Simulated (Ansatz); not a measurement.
# CoH: the cost of one run

Computed with Ansatz 0.2.0, Gaussian basis. Level: def2-QZVPP, core rule «outside noble gas», up to 9 orbitals frozen.

The runs, in order: UHF; ROHF; CCSD(T) on UHF.

## (1) The system

The geometry is a PBE0/def2-TZVP stationary point (not a proven minimum).

2 atoms, charge 1, spin multiplicity 4.

Atoms are counted from 1 here; the program's logs count them from 0.

Bond lengths: Co1–H2 1.520 Å.

Geometry (Å):

```xyz
2
CoH
Co    0.0000    0.0000    0.0000
H     0.0000    0.0000    1.5196
```

## (2) UHF

Input file in.yaml:

```yaml
crystal:
  periodic: [false, false, false]
  atoms:
    - {symbol: Co, position_ang: [0.000000, 0.000000, 0.000000]}
    - {symbol: H, position_ang: [0.000000, 0.000000, 1.519600]}
basis:
  gaussian: {orbitals: "def2-QZVPP.json"}
total_charge: 1
magnetization: {spin_polarized: true, initial_magnetization: 3}
hamiltonian: {xc: hf}
output: {orbitals: {seedname: orbitals}}
```

The run is started by

```sh
> ansatz run in.yaml --threads 1 --pin off --events-out ev --progress --plain --max-ram 2816MiB --backend cpu
```

Q: Estimate wall time and peak memory on 1 thread of AMD EPYC 7R13, shared host.

About 11 s, with a peak of 0.29 GiB.
